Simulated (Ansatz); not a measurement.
# CH5ClFGaSi: one species, many methods

An exercise on one series of results from a longer session: the logs are not shown, and one member is left open.

Program: Ansatz 0.2.0, Gaussian basis. Level of theory: functionals in def2-TZVPP, the program's frozen cores in correlated methods. These are calculated values, not measurements.

Plan: PBE-D4, r2SCAN-D4, PBE0-D4, B3LYP-D4, ωB97X-V, ωB97M-V, B2PLYP; CCSD(T)/def2-TZVPP; MP2/def2-QZVPP; extrapolation to the limit.

## Structure used throughout

The geometry comes from an earlier relaxation with PBE0-D4 in a triple-zeta def2 set; it is a stationary point, not always the lowest conformer.

10 atoms, charge 0, spin multiplicity 1.

Atoms are counted from 1 here; the program's logs count them from 0.

Bond lengths: F1–C2 1.400 Å, C2–Ga3 1.998 Å, C2–Si4 1.873 Å, C2–H6 1.102 Å, Ga3–H7 1.568 Å, Ga3–H8 1.562 Å, Si4–Cl5 2.054 Å, Si4–H9 1.482 Å, Si4–H10 1.484 Å. Angles: F1–C2–Ga3 110.8°, F1–C2–Si4 110.7°, F1–C2–H6 107.8°, Ga3–C2–Si4 113.8°, Ga3–C2–H6 106.1°, Si4–C2–H6 107.3°, C2–Ga3–H7 118.3°, C2–Ga3–H8 118.4°, H7–Ga3–H8 123.4°, C2–Si4–Cl5 111.7°, C2–Si4–H9 110.8°, C2–Si4–H10 107.7°, Cl5–Si4–H9 107.5°, Cl5–Si4–H10 108.7°, H9–Si4–H10 110.6°.

The first run:

File in.yaml:

```yaml
crystal:
  periodic: [false, false, false]
  atoms:
    - {symbol: F, position_ang: [-1.453539, -0.904092, 0.926672]}
    - {symbol: C, position_ang: [-0.295724, -0.164965, 0.655272]}
    - {symbol: Ga, position_ang: [1.259823, -1.375940, 0.326940]}
    - {symbol: Si, position_ang: [-0.603146, 1.061568, -0.727078]}
    - {symbol: Cl, position_ang: [-2.117829, 2.367385, -0.259682]}
    - {symbol: H, position_ang: [-0.046401, 0.414251, 1.558484]}
    - {symbol: H, position_ang: [2.660777, -0.727673, 0.052019]}
    - {symbol: H, position_ang: [1.021682, -2.919403, 0.373795]}
    - {symbol: H, position_ang: [-0.988766, 0.361764, -1.975494]}
    - {symbol: H, position_ang: [0.646123, 1.836006, -0.928127]}
basis:
  gaussian: {orbitals: def2-TZVPP}
hamiltonian: {xc: pbe, dispersion: d4}
output: {forces: true, orbitals: {seedname: orbitals}}
```

On the command line:

```
$ ansatz run in.yaml --threads 4 --pin off --events-out ev --progress --plain --max-ram 10444MiB
```

Among the steps run: PBE-D4 (GGA); r2SCAN-D4 (meta-GGA); PBE0-D4 (hybrid); B3LYP-D4 (hybrid); ωB97X-V (range-separated); ωB97M-V (range-separated); B2PLYP (double hybrid); CCSD(T) in def2-TZVPP; MP2 in def2-QZVPP.

One of the session's tables, all rows but one given; the rest of the session is left out.

| method | atomisation energy (eV) |
| --- | --- |
| PBE-D4 | 31.715 |
| r2SCAN-D4 | 31.628 |
| PBE0-D4 | 31.308 |
| B3LYP-D4 | 31.197 |
| ωB97X-V | 31.728 |
| ωB97M-V | 31.527 |
| B2PLYP | ? |
| HF/def2-TZVPP | 22.957 |
| MP2/def2-TZVPP | 31.215 |
| CCSD/def2-TZVPP | 30.290 |
| CCSD(T)/def2-TZVPP | 30.752 |
| MP2/CBS | 32.029 |
| CCSD(T)/CBS | 31.566 |

Q: Estimate the row for B2PLYP from the others.

**Answer.** atomisation energy (eV): 30.915. In the column «atomisation energy (eV)» it lies between CCSD(T)/def2-TZVPP (30.752) and B3LYP-D4 (31.197).
